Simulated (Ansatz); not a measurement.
# C2H6ClSc: basis-set convergence

The task here is to estimate one member of a computed series from the others.

Computed with Ansatz 0.2.0, Gaussian basis. Level: one geometry, several basis sets.

Plan: PBE0-D4/def2-SVP; ωB97M-V/def2-SVP; PBE0-D4/def2-QZVPP; ωB97M-V/def2-QZVPP; the functionals' def2-TZVPP values are taken from earlier runs.

### The relaxed structure

An earlier PBE0-D4 in a triple-zeta def2 set relaxation fixed the geometry.

SMILES `[CH3][Sc]([CH3])[Cl]`, 10 atoms, charge 0, spin multiplicity 1.

Atoms are counted from 1 here; the program's logs count them from 0.

Bond lengths: C1–Sc2 2.165 Å, C1–H5 1.097 Å, C1–H6 1.098 Å, C1–H7 1.099 Å, Sc2–C3 2.164 Å, Sc2–Cl4 2.315 Å, C3–H8 1.097 Å, C3–H9 1.097 Å, C3–H10 1.099 Å. Angles: Sc2–C1–H5 113.3°, Sc2–C1–H6 111.5°, Sc2–C1–H7 110.7°, H5–C1–H6 107.8°, H5–C1–H7 106.6°, H6–C1–H7 106.5°, C1–Sc2–C3 115.4°, C1–Sc2–Cl4 122.5°, C3–Sc2–Cl4 122.1°, Sc2–C3–H8 111.8°, Sc2–C3–H9 112.5°, Sc2–C3–H10 111.2°, H8–C3–H9 107.6°, H8–C3–H10 107.1°, H9–C3–H10 106.3°.

Set-up of the first run:

File in.yaml:

```yaml
crystal:
  periodic: [false, false, false]
  atoms:
    - {symbol: C, position_ang: [-0.973115, 1.517437, -0.428658]}
    - {symbol: Sc, position_ang: [-0.292258, -0.533085, -0.559365]}
    - {symbol: C, position_ang: [1.219024, -1.102716, 0.880811]}
    - {symbol: Cl, position_ang: [-1.144921, -2.029750, -2.106386]}
    - {symbol: H, position_ang: [-2.005637, 1.654979, -0.771193]}
    - {symbol: H, position_ang: [-0.906366, 1.899565, 0.598293]}
    - {symbol: H, position_ang: [-0.346143, 2.174917, -1.047938]}
    - {symbol: H, position_ang: [1.354157, -0.336860, 1.654967]}
    - {symbol: H, position_ang: [0.983586, -2.048178, 1.385904]}
    - {symbol: H, position_ang: [2.194775, -1.247410, 0.396463]}
basis:
  gaussian: {orbitals: def2-SVP}
hamiltonian: {xc: pbe0, dispersion: d4}
output: {orbitals: {seedname: orbitals}}
```

Command:

```bash
ansatz run in.yaml --threads 4 --pin off --events-out ev --progress --plain --max-ram 10444MiB
```

Steps of the session up to this table: PBE0-D4 in def2-SVP; ωB97M-V in def2-SVP; PBE0-D4 in def2-QZVPP; ωB97M-V in def2-QZVPP.

One of the session's tables, all rows but one given; the rest of the session is left out.

It belongs to the step «Functionals by basis». 

| functional | basis | HOMO (eV) | LUMO (eV) |
| --- | --- | --- | --- |
| PBE0-D4 | def2-SVP | ? | ? |
| PBE0-D4 | def2-TZVPP | -7.18 | -2.25 |
| PBE0-D4 | def2-QZVPP | -7.20 | -2.25 |
| ωB97M-V | def2-SVP | -9.46 | -0.50 |
| ωB97M-V | def2-TZVPP | -9.51 | -0.62 |
| ωB97M-V | def2-QZVPP | -9.53 | -0.66 |

**Question.** Estimate the row for PBE0-D4, def2-SVP.

As computed: HOMO (eV): -7.15; LUMO (eV): -2.20. In the column «HOMO (eV)» it is the highest.
